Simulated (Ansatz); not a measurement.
# AlClH7N3: the cost of one run

Method: RKS B3LYP-D4/6-31G*, in Ansatz 0.2.0.

## 1. Starting point

Bond lengths: Al1–N2 2.239 Å, Al1–N3 1.773 Å, Al1–N4 1.772 Å, Al1–Cl6 2.603 Å, N2–H7 1.011 Å, N2–H8 1.010 Å, N3–H9 1.010 Å, N3–H10 1.010 Å, N4–H11 1.010 Å, N4–H12 1.009 Å. Angles (14 of 15 angles, heavy atoms first): N2–Al1–N3 109.1°, N2–Al1–N4 109.7°, N2–Al1–Cl6 75.8°, N3–Al1–N4 131.6°, N3–Al1–Cl6 109.1°, N4–Al1–Cl6 107.4°, Al1–N2–H7 123.3°, Al1–N2–H8 123.4°, Al1–N3–H9 126.3°, Al1–N3–H10 124.0°, Al1–N4–H11 124.3°, Al1–N4–H12 126.8°, H7–N2–H8 110.2°, H9–N3–H10 109.1°.

Structure file:

```xyz
12

Al   -0.3966    0.2053   -0.2184
N     1.4475   -0.7802    0.5825
N    -1.5243   -1.0432   -0.7782
N     0.0133    1.7996   -0.8737
H     0.7853   -0.3377    1.6526
Cl   -0.6120    0.4545    2.3635
H     2.3574   -0.3405    0.5805
H     1.5440   -1.7808    0.6838
H    -2.0920   -1.0047   -1.6122
H    -1.7991   -1.8443   -0.2281
H     0.3676    2.5678   -0.3225
H    -0.0910    2.1044   -1.8298
```

## 2. Pulling towards end A

Springs on the bonds that form and break draw the guess towards this end; the thresholds are loose.

Contents of input.yaml:

```yaml
crystal:
  periodic: [false, false, false]
  atoms:
    - { symbol: Al, position_ang: [-0.3966, 0.2053, -0.2184] }
    - { symbol: "N", position_ang: [1.4475, -0.7802, 0.5825] }
    - { symbol: "N", position_ang: [-1.5243, -1.0432, -0.7782] }
    - { symbol: "N", position_ang: [0.0133, 1.7996, -0.8737] }
    - { symbol: H, position_ang: [0.7853, -0.3377, 1.6526] }
    - { symbol: Cl, position_ang: [-0.612, 0.4545, 2.3635] }
    - { symbol: H, position_ang: [2.3574, -0.3405, 0.5805] }
    - { symbol: H, position_ang: [1.544, -1.7808, 0.6838] }
    - { symbol: H, position_ang: [-2.092, -1.0047, -1.6122] }
    - { symbol: H, position_ang: [-1.7991, -1.8443, -0.2281] }
    - { symbol: H, position_ang: [0.3676, 2.5678, -0.3225] }
    - { symbol: H, position_ang: [-0.091, 2.1044, -1.8298] }
basis:
  gaussian: { orbitals: "6-31G*" }
hamiltonian:
  xc: b3lyp
  dispersion: d4
relax:
  f_tol: 0.15
  max_steps: 25
  restrain:
    - { distance: [0, 5], at: 3.53, k: 30.0 }
    - { distance: [4, 1], at: 2.32, k: 30.0 }
    - { distance: [0, 1], at: 1.92, k: 30.0 }
    - { distance: [4, 5], at: 1.33, k: 30.0 }
```

On the command line:

```
ansatz run input.yaml --threads 2 --pin off --max-ram 3072MiB --backend cpu --events-out ev --progress --plain --runs-dir out
```

**Question.** How long does this run take on 2 threads of Arm Neoverse V1, shared host, and how much memory does it need?

About 34 s, with a peak of 0.22 GiB.
